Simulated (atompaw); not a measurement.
# Si: generating and testing a PAW (atompaw) potential

Task: generate the file, and judge it by its logarithmic derivatives, its ghosts and its cutoff.

Method: atompaw 4.2.0.5, LDA (PW92), scalar-relativistic.

### Step 1. The atom and the settings

Typed settings, in words:

```
element                 : silicon (Si, Z = 14)
type                    : PAW
frozen core             : [Ne]
valence charge          : 4
reference configuration : 3s2 3p2
partial waves           : 3s (bound): rc 1.45 bohr; 3s channel at -0.5 Ry: rc 1.45 bohr; 3p (bound): rc 2.05 bohr; 3p channel at 0.15 Ry: rc 2.05 bohr
local potential         : vpsmatchnc scheme with l = 2 at 0 Ry, radius 1.45 bohr
core correction         : smooth core density matched at 1.95 bohr
augmentation charge     : sinc compensation charge, radius 1.50 bohr; PAW radius 2.05 bohr; waves and projectors: custom polynom vanderbiltortho
```

An earlier all-electron run gives the scale for the radii.

All-electron outer shells of the reference configuration (LDA (PW92), scalar-relativistic, ld1.x):

| shell | level (eV) | outermost node (bohr) | outermost maximum (bohr) |
| --- | --- | --- | --- |
| 2s | -138.74 | 0.15 | 0.45 |
| 2p | -95.61 | – | 0.39 |
| 3s | -10.88 | 0.72 | 1.77 |
| 3p | -4.16 | 0.72 | 2.14 |

### Step 2. Generating the potential

The input, Si.input:

```
Si 14
LDA-PW scalarrelativistic loggrid 1500 logderivrange -3 5 201
3 3 0 0 0 0
3 1 2
0 0 0
c
c
v
c
v
1
2.05 1.50 1.45 1.95
y
-0.5
n
y
0.15
n
custom polynom vanderbiltortho sinc
2 0 vpsmatchnc
1.45
1.45
2.05
2.05
PWSCFOUT
UPFDX 0.0125d0 UPFXMIN -7.d0 UPFZMESH 14.d0
END
```

On the command line:

```console
atompaw < Si.input > Si.log
```

Q: Predict the outcome of this session. Wanted: cutoffs for 10 and 1 mRy, occupied levels; bound ghosts; largest phase difference near zero energy, channels read; lowest eigenvalue of the overlap; share of valence orbitals outside the PAW sphere; UPF file.

As calculated:

```
                                                quantity             value
               cutoffs for 10 and 1 mRy, occupied levels   21 Ry and 30 Ry
                                            bound ghosts   s at -144.84 eV
largest phase difference near zero energy, channels read         0.000 rad
         lowest eigenvalue of the overlap (Bessel basis)         0.533 (s)
        share of valence orbitals outside the PAW sphere  3s 49 %, 3p 70 %
                                                UPF file           written
```

**Reading.** It has a bound ghost (s), a state that the atom doesn't have, and that rules the file out. Close by lies the frozen 2s level (-138.7 eV). By its cutoff, 21 Ry for the looser tolerance, it is soft on the atom at that tolerance. The slowest occupied level is 3s: taken alone it needs 25 Ry to come within 1 mRy, against 8 Ry for 3p. Near zero energy the phases of the channels with partial waves agree within 0.001 rad. All of this concerns the isolated atom, not yet a solid.
